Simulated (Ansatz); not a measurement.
# Os: response to strain

Aim: deform Os (equal xy, yz and zx engineering shear strains of -1 %) and compute stress, forces and field gradients with LAPW, PAW and all-electron datasets made for the crystal.

Method: DFT PBEsol, scalar-relativistic, in Ansatz 0.2.0.

## (1) The starting structure

The structure is cubic, space group Fm-3m (No. 225). The conventional cell has a = 3.890 Å, b = 3.890 Å, c = 3.890 Å, α = 90.00°, β = 90.00°, γ = 90.00°. Os (site symmetry m-3m) is surrounded by 12 Os at 2.75 Å.

Structure file:

```xyz
1
Lattice="0.0000 1.9450 1.9450 1.9450 0.0000 1.9450 1.9450 1.9450 0.0000" Properties=species:S:1:pos:R:3 pbc="T T T"
Os    0.0000    0.0000    0.0000
```

## (2) After the deformation

Space group Fm-3m before, R-3m after.

## (3) Full-potential LAPW

input.yaml

```yaml
crystal:
  lattice:
    - [-0.01945, 1.935275, 1.935275]
    - [1.935275, -0.01945, 1.935275]
    - [1.935275, 1.935275, -0.01945]
  atoms:
    - { symbol: Os, position: [0.0, 0.0, 0.0] }
kpoints:
  mp_grid: { grid: [14, 14, 14] }
  band_path:
    path:
      - [0.0, 0.0, 0.0]
      - [0.5, 0.5, 0.5]
      - [0.2525443832, 0.5, 0.7474556168]
      - [-0.2525443832, 0.2525443832, 0.5]
      - [0.0, 0.0, 0.5]
      - [0.0, 0.0, 0.0]
      - [-0.3762721916, 0.0, 0.3762721916]
      - [0.0, 0.3762721916, 0.6237278084]
      - [0.0, 0.5, 0.5]
    npoints: 5
scf:
  occupations: { method: fermi_dirac, width: 0.05 }
hamiltonian:
  xc: pbesol
  pseudopotentials: { kind: all_electron, lapw: { basis_error: 0.0005 } }
output:
  forces: true
  stress: true
  eigenvalues: true
```

Run with:

```bash
ansatz run input.yaml --threads 1 --pin off --max-ram 3072MiB --backend cpu --events-out ev --progress --plain --runs-dir out
```

## (4) PAW on the default files

input.yaml

```yaml
crystal:
  lattice:
    - [-0.01945, 1.935275, 1.935275]
    - [1.935275, -0.01945, 1.935275]
    - [1.935275, 1.935275, -0.01945]
  atoms:
    - { symbol: Os, position: [0.0, 0.0, 0.0] }
kpoints:
  mp_grid: { grid: [14, 14, 14] }
scf:
  occupations: { method: fermi_dirac, width: 0.05 }
hamiltonian:
  xc: pbesol
  pseudopotentials: { kind: paw }
output:
  forces: true
  stress: true
  eigenvalues: true
  efg: { contact_densities: true }
  write_density: true
  write_potential: true
  elf: true
  volumetric_format: npy
```

## (5) Datasets made for this crystal

input.yaml, as its differences from that of step 4:

```diff
@@ -13,3 +13,3 @@
   xc: pbesol
-  pseudopotentials: { kind: paw }
+  pseudopotentials: { kind: all_electron, datasets: crystal }
 output:
@@ -19,5 +19 @@
   efg: { contact_densities: true }
-  write_density: true
-  write_potential: true
-  elf: true
-  volumetric_format: npy
```

(Steps that only read results are left out.)

**Question.** What will these runs give? Wanted: pressure; largest shear or deviatoric stress.

As calculated:

| quantity | value |
| --- | --- |
| pressure | LAPW -19.78, PAW -19.81, crystal datasets -19.78 GPa |
| largest shear or deviatoric stress (LAPW) | 2.46 GPa |

**Reading.** The largest part of the stress beyond the pressure is 2.46 GPa in size. No run of the undeformed cell stands beside it, so the pressure holds what the given cell had before the change. PAW: stress within 0.03 GPa of LAPW. Crystal datasets: stress within 0.01 GPa of LAPW. Spin-orbit coupling is left out, though the cell holds Os; in elements this heavy it can shift bands and gaps by tenths of an eV.
